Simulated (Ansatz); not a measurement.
# Br2F2Ti: the cost of one run

The runs use Ansatz 0.2.0, Gaussian basis; the settings change from run to run.

### 1 The geometry

An earlier PBE0-D4 in a triple-zeta def2 set relaxation fixed the geometry.

SMILES `[F][Ti]([F])([Br])[Br]`, 5 atoms, charge 0, spin multiplicity 1.

Atoms are counted from 1 here; the program's logs count them from 0.

Bond lengths: F1–Ti2 1.733 Å, Ti2–F3 1.733 Å, Ti2–Br4 2.325 Å, Ti2–Br5 2.325 Å. Angles: F1–Ti2–F3 109.3°, F1–Ti2–Br4 109.5°, F1–Ti2–Br5 109.5°, F3–Ti2–Br4 109.5°, F3–Ti2–Br5 109.5°, Br4–Ti2–Br5 109.6°.

### 2 LC-wPBE/aug-pcseg-2

Options: coordinates scaled by 1.12.

Input file in.yaml:

```yaml
crystal:
  periodic: [false, false, false]
  atoms:
    - {symbol: F, position_ang: [0.057377, -0.406373, 1.984654]}
    - {symbol: Ti, position_ang: [0.106151, -0.105866, 0.067866]}
    - {symbol: F, position_ang: [1.562530, -1.128920, -0.706139]}
    - {symbol: Br, position_ang: [-2.147999, -0.868585, -0.988238]}
    - {symbol: Br, position_ang: [0.477715, 2.427315, -0.404511]}
basis:
  gaussian: {orbitals: aug-pcseg-2}
hamiltonian: {xc: {name: LC-wPBE}}
output: {forces: true}
```

Run with:

```console
ansatz run in.yaml --threads 8 --pin off --events-out ev --progress --plain --max-ram 18278MiB
```

What time and memory should one allow on 8 threads of Arm Neoverse V2, shared host?

About 4.9 s, with a peak of 1 GiB.
